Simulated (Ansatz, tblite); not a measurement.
**The cluster Zr₂Se₄: rung by rung**

One table from this session's results is given with a row withheld; the runs are named, their logs left out.

The runs use Ansatz 0.2.0, Gaussian basis; as each input shows.

Plan: GFN1-xTB, GFN2-xTB, PBE-D4/def2-TZVP, r2SCAN-D4/def2-TZVP, BLYP-D4/def2-TZVP, revPBE-D4/def2-TZVP, PBE-D4/def2-SVP, PBE0-D4/def2-SVP, PBE0-D4/def2-TZVPD, PBE-D4/def2-TZVPD, r2SCAN-D4/def2-TZVPD, MP2/def2-TZVP, RPA/def2-TZVP.

2 further runs of the same task are left out: 2 set aside as unsound or not needed.

## The relaxed structure

The geometry is that of the singlet, from an earlier relaxation (PBE-D4/def2-SVP). At that level it is the lowest of the isomers that a small search found.

6 atoms, charge 0, spin multiplicity 1.

Bond lengths: Zr1–Se3 2.685 Å, Zr1–Se4 2.685 Å, Zr1–Se5 2.367 Å, Zr1–Se6 2.693 Å, Zr2–Se3 2.505 Å, Zr2–Se4 2.505 Å, Zr2–Se6 2.503 Å. Angles: Se3–Zr1–Se4 87.7°, Se3–Zr1–Se5 126.4°, Se3–Zr1–Se6 87.7°, Se4–Zr1–Se5 126.4°, Se4–Zr1–Se6 87.6°, Se5–Zr1–Se6 127.9°, Se3–Zr2–Se4 95.9°, Se3–Zr2–Se6 96.1°, Se4–Zr2–Se6 96.0°, Zr1–Se3–Zr2 67.8°, Zr1–Se4–Zr2 67.8°, Zr1–Se6–Zr2 67.7°.

Zr takes a core potential in the def2 sets. No spin-orbit coupling is included.

PBE0-D4/def2-TZVP was run before; its log isn't repeated, and its numbers join the tables.

The first run:

Tight binding, by tblite at 300 K electronic temperature and without a spin-polarisation term:

```python
tblite.interface.Calculator('GFN1-xTB', numbers, positions, charge=0, uhf=0).singlepoint()
```

Tight binding, by tblite at 300 K electronic temperature and without a spin-polarisation term:

```python
tblite.interface.Calculator('GFN2-xTB', numbers, positions, charge=0, uhf=0).singlepoint()
```

start.molden holds the orbitals of an earlier run on this state, given as this run's starting guess.

Input file in.yaml:

```yaml
crystal:
  periodic: [false, false, false]
  atoms:
    - {symbol: Zr, position_ang: [0.841740, 0.033869, -0.303950]}
    - {symbol: Zr, position_ang: [-1.877520, -0.069231, 0.696348]}
    - {symbol: Se, position_ang: [-1.255901, 1.456245, -1.191275]}
    - {symbol: Se, position_ang: [-0.772801, -2.110826, -0.245990]}
    - {symbol: Se, position_ang: [3.049634, 0.107121, -1.154912]}
    - {symbol: Se, position_ang: [0.014857, 0.582812, 2.199788]}
basis:
  gaussian: {orbitals: def2-TZVP, initial_orbitals: start.molden}
hamiltonian: {xc: pbe, dispersion: d4}
scf: {omitted_lower_state_checks: [starts]}
output: {orbitals: {seedname: orbitals}}
```

The run is started by

```sh
$ ansatz run in.yaml --threads 4 --pin off --events-out ev --progress --plain --max-ram 8704MiB
```

Steps of the session up to this table: PBE-D4/def2-TZVP; r2SCAN-D4/def2-TZVP; BLYP-D4/def2-TZVP; revPBE-D4/def2-TZVP; PBE-D4/def2-SVP; PBE0-D4/def2-SVP; PBE0-D4/def2-TZVPD; PBE-D4/def2-TZVPD; r2SCAN-D4/def2-TZVPD; MP2/def2-TZVP; RPA/def2-TZVP.

One of the session's tables, all rows but one given; the rest of the session is left out.

It belongs to the step «Binding energy». 

| level | binding an atom (eV) |
| --- | --- |
| HF/def2-TZVP | 2.351 |
| BLYP-D4/def2-TZVP | 4.071 |
| PBE0-D4/def2-SVP | ? |
| PBE0-D4/def2-TZVP | 4.088 |
| PBE0-D4/def2-TZVPD | 4.087 |
| MP2/def2-TZVP | 4.283 |

Estimate the missing values for PBE0-D4/def2-SVP.

The run gave: binding an atom (eV): 4.112. In the column «binding an atom (eV)» it lies between PBE0-D4/def2-TZVP (4.088) and MP2/def2-TZVP (4.283).

To keep in mind: Free atoms were run apart at each level; binding is atoms less cluster, divided by the number of atoms, without zero-point or spin-orbit terms.
